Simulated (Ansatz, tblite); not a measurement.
**C₁₆H₁₀Se₄: one state, many levels**

Aim: run the singlet of C₁₆H₁₀Se₄ at one geometry on many levels, and compare frontier levels, spin and run time.

The runs use Ansatz 0.2.0, Gaussian basis; as each input shows.

Levels to be run: GFN1-xTB, GFN2-xTB, PBE-D4/def2-TZVP, r2SCAN-D4/def2-TZVP, PBE-D4/def2-SVP, PBE0-D4/def2-SVP.

1 further run of the same task is left out (set aside as unsound or not needed).

## 1. The geometry

The geometry is that of the singlet, from an earlier relaxation (PBE-D4/def2-SVP).

SMILES `c1c[se]c(-c2ccc(-c3ccc(-c4ccc[se]4)[se]3)[se]2)c1`, 30 atoms, charge 0, spin multiplicity 1.

Bond lengths: C1–C2 1.379 Å, C1–C20 1.425 Å, C1–H21 1.100 Å, C2–Se3 1.870 Å, C2–H22 1.097 Å, Se3–C4 1.900 Å, C4–C5 1.439 Å, C4–C20 1.392 Å, C5–C6 1.393 Å, C5–Se19 1.898 Å, C6–C7 1.416 Å, C6–H23 1.101 Å, C7–C8 1.394 Å, C7–H24 1.101 Å, C8–C9 1.435 Å, C8–Se19 1.899 Å, C9–C10 1.394 Å, C9–Se18 1.899 Å and more. Angles: C2–C1–C20 115.0°, C2–C1–H21 122.3°, C20–C1–H21 122.7°, C1–C2–Se3 111.6°, C1–C2–H22 127.9°, Se3–C2–H22 120.5°, C2–Se3–C4 87.8°, Se3–C4–C5 121.2°, Se3–C4–C20 109.7°, C5–C4–C20 129.0°, C4–C5–C6 129.1°, C4–C5–Se19 121.0°, C6–C5–Se19 109.8°, C5–C6–C7 116.1°, C5–C6–H23 121.6°, C7–C6–H23 122.3°, C6–C7–C8 116.1°, C6–C7–H24 122.4° and more.

PBE0-D4/def2-TZVP was run before; its log isn't repeated, and its numbers join the tables.

## 2. GFN1-xTB

Tight binding, by tblite at 300 K electronic temperature and without a spin-polarisation term:

```python
tblite.interface.Calculator('GFN1-xTB', numbers, positions, charge=0, uhf=0).singlepoint()
```

Energy -1429.8013 eV, HOMO -10.04 eV, LUMO -8.39 eV; 0.064 s.

## 3. GFN2-xTB

Tight binding, by tblite at 300 K electronic temperature and without a spin-polarisation term:

```python
tblite.interface.Calculator('GFN2-xTB', numbers, positions, charge=0, uhf=0).singlepoint()
```

Energy -1414.2555 eV, HOMO -9.70 eV, LUMO -8.13 eV; 0.059 s.

## 4. PBE-D4/def2-TZVP

start.molden holds the orbitals of an earlier run on this state, given as this run's starting guess.

The input, in.yaml:

```yaml
crystal:
  periodic: [false, false, false]
  atoms:
    - {symbol: C, position_ang: [6.780827, -0.916562, 1.057592]}
    - {symbol: C, position_ang: [6.898124, -0.821396, 2.428441]}
    - {symbol: Se, position_ang: [5.243806, -0.510538, 3.242156]}
    - {symbol: C, position_ang: [4.467738, -0.538296, 1.507787]}
    - {symbol: C, position_ang: [3.053986, -0.345192, 1.319620]}
    - {symbol: C, position_ang: [2.062306, -0.121909, 2.272458]}
    - {symbol: C, position_ang: [0.745224, 0.032409, 1.776966]}
    - {symbol: C, position_ang: [0.596409, -0.057461, 0.393549]}
    - {symbol: C, position_ang: [-0.596021, 0.054888, -0.396711]}
    - {symbol: C, position_ang: [-0.745750, -0.035330, -1.780001]}
    - {symbol: C, position_ang: [-2.063138, 0.119665, -2.274669]}
    - {symbol: C, position_ang: [-3.053982, 0.344101, -1.321224]}
    - {symbol: C, position_ang: [-4.467730, 0.538614, -1.507956]}
    - {symbol: C, position_ang: [-5.454962, 0.763748, -0.552870]}
    - {symbol: C, position_ang: [-6.779809, 0.919207, -1.054587]}
    - {symbol: C, position_ang: [-6.899108, 0.824100, -2.425262]}
    - {symbol: Se, position_ang: [-5.246179, 0.511617, -3.241257]}
    - {symbol: Se, position_ang: [-2.284461, 0.371038, 0.413172]}
    - {symbol: Se, position_ang: [2.285611, -0.372180, -0.415327]}
    - {symbol: C, position_ang: [5.456514, -0.762237, 0.554037]}
    - {symbol: H, position_ang: [7.647001, -1.098039, 0.404553]}
    - {symbol: H, position_ang: [7.808861, -0.906379, 3.034067]}
    - {symbol: H, position_ang: [2.296545, -0.069842, 3.346931]}
    - {symbol: H, position_ang: [-0.115832, 0.212816, 2.438721]}
    - {symbol: H, position_ang: [0.114756, -0.216684, -2.442221]}
    - {symbol: H, position_ang: [-2.298190, 0.067256, -3.348960]}
    - {symbol: H, position_ang: [-5.219325, 0.817100, 0.521193]}
    - {symbol: H, position_ang: [-7.644888, 1.101558, -0.400356]}
    - {symbol: H, position_ang: [-7.810704, 0.909642, -3.029514]}
    - {symbol: H, position_ang: [5.222372, -0.815701, -0.520337]}
basis:
  gaussian: {orbitals: def2-TZVP, fitting: {mean_field: def2-universal-jkfit}, initial_orbitals: start.molden}
hamiltonian: {xc: pbe, dispersion: d4}
scf: {omitted_lower_state_checks: [starts]}
output: {forces: true, orbitals: {seedname: orbitals}}
```

Started as:

```console
> ansatz run in.yaml --threads 2 --pin off --events-out ev --progress --plain --max-ram 32768MiB --backend cuda --devices 0, --max-vram 18GiB
```

The runs that follow: r2SCAN-D4/def2-TZVP; PBE-D4/def2-SVP; PBE0-D4/def2-SVP.

Q: Predict the results of all the runs planned. Wanted: gap in def2-TZVP, named functionals, smallest and largest; binding an atom, functionals in def2-TZVP; PBE0 total energy, smallest basis above largest.

As calculated:

```
                                                 quantity                                 value
gap in def2-TZVP, named functionals, smallest and largest   1.66 eV (PBE-D4), 2.93 eV (PBE0-D4)
                binding an atom, functionals in def2-TZVP  5.01 (r2SCAN-D4) to 5.20 eV (PBE-D4)
          PBE0 total energy, smallest basis above largest        49.45 eV (def2-SVP, def2-TZVP)
```

In words: Orbital gaps of the named functionals in def2-TZVP span 1.66 eV (PBE-D4) to 2.93 eV (PBE0-D4); exact exchange widens it.
